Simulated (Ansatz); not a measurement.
# GaH2O2, SMILES [OH][Ga][OH]: a search for lower mean-field states

Program: the Ansatz DFT code, driven from Python.

The cells in order, each with its output:

**Cell 1**
```python
import ansatz
import numpy as np
```

**Cell 2**
```python
BASIS = 'def2-SVP'
FUNCTIONAL = 'hf'
```

**Cell 3**
```python
geometry = (
    ansatz.Crystal.molecule()
    .atom('O', (-0.1981, -0.6034, -1.5851))
    .atom('Ga', (-0.0923, -0.8108, 0.2901))
    .atom('O', (0.5127, 0.1744, 1.5399))
    .atom('H', (-0.7913, 0.1636, -1.2978))
    .atom('H', (0.619, 1.0025, 1.0115))
)
symbols = [site.symbol for site in geometry.cartesian_sites]

start = np.array([site.position_ang for site in geometry.cartesian_sites])
for factor in [1.0, 1.5]:
    xyz = (start - start.mean(axis=0)) * factor
    scaled = ansatz.Crystal.molecule()
    for symbol, place in zip(symbols, xyz):
        scaled = scaled.atom(symbol, place.tolist())
    model = (
        scaled.calculation()
        .basis(gaussian=BASIS)  # atom-centred Gaussian functions
        .functional(FUNCTIONAL)
        .spin('collinear', total=1)  # two spin channels
    )
    for search in ('off', 'standard'):
        try:
            r = model.scf(lower_state_search=search).run(threads=1).report
        except ansatz.AnsatzError as error:
            print(f'x{factor} search {search}: {type(error).__name__}')
            continue
        state = r['mean_field']['state']
        print(f'all distances x{factor}, search {search:8s} E = {r["free_energy_ev"]:.5f} eV  <S^2> = {abs(state["spin_squared"]):.3f}  other states met: {len(r["mean_field"]["others"])}')
```
Output:
```text
all distances x1.0, search off      E = -56429.54869 eV  <S^2> = 0.760  other states met: 0
all distances x1.0, search standard E = -56429.54869 eV  <S^2> = 0.760  other states met: 1
all distances x1.5, search off      E = -56421.93110 eV  <S^2> = 2.017  other states met: 0
all distances x1.5, search standard E = -56421.93110 eV  <S^2> = 2.017  other states met: 8
```

These settings explore the input space; basis and method may be short of convergence. The count of other states can hold repeated and symmetry-equivalent ends of the search; scaling all distances is a test, and for more than two atoms no physical path. The structure is a rough, unrelaxed start. The species is open-shell (spin multiplicity 2). The expectation value of S² is noticeably off S(S+1) in at least one run, so that state is spin-contaminated. It ran for 32 s on 1 thread of Intel(R) Xeon(R) Platinum 8488C (Sapphire Rapids), with other jobs on the host, peak memory 0.25 GiB.

(Lines on the test bed's own set-up are left out of the output.)
